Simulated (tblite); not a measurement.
# C7H9N: the cost of one run

The runs use tblite 0.8.0 and PySCF 2.14.0, with density-fitted response routines of our own; the level of theory stands in each step. All values are computed, except where a source is named. Atoms count from 0, in the outputs and in this text.

### 1 Starting geometry

17 atoms, charge -1, multiplicity 2; geometry from: force field or distance geometry start.

Bonds of the start (Å): C0–C1 1.33, C1–C2 1.47, C2–C3 1.48, C3–C4 1.34, C4–C5 1.50, C5–N6 1.46, N6–C7 1.46, N6–C2 1.46, C0–H8 1.09, C2–H9 1.12, C3–H10 1.09, C4–H11 1.10, C5–H12 1.09, C5–H13 1.09, C7–H14 1.10, C7–H15 1.09, C7–H16 1.11.

### 2 Optimising the geometry with GFN2-xTB

What the job is given:

```
{"job": {"kind": "relax", "xc": "GFN2-xTB", "basis": "xTB"}, "charge": -1, "multiplicity": 2}
C      3.016900    -0.519200     0.052400
C      1.951800     0.077700     0.571100
C      0.592800    -0.111200     0.057100
C      0.195000    -1.535700    -0.009000
C     -1.123200    -1.648800     0.230600
C     -1.631000    -0.248600     0.429000
N     -0.439600     0.440100     0.923400
C     -0.469900     1.865500     0.605000
H      3.995600    -0.344800     0.489600
H      0.433000     0.416100    -0.913900
H      0.826000    -2.402500    -0.187200
H     -1.710700    -2.580100     0.248500
H     -1.887400     0.231500    -0.518500
H     -2.437400    -0.198500     1.165600
H     -0.266400     1.920900    -0.478100
H      0.383100     2.303600     1.126600
H     -1.435700     2.346000     0.847300
```

The run is started by

```
OMP_NUM_THREADS=1 python probes_run.py task.json out
```

The driver reads the jobs from task.json and runs them one after another.

**Question.** How long does this first job take on 1 thread of Arm Neoverse N1, shared host?

About 1 s.
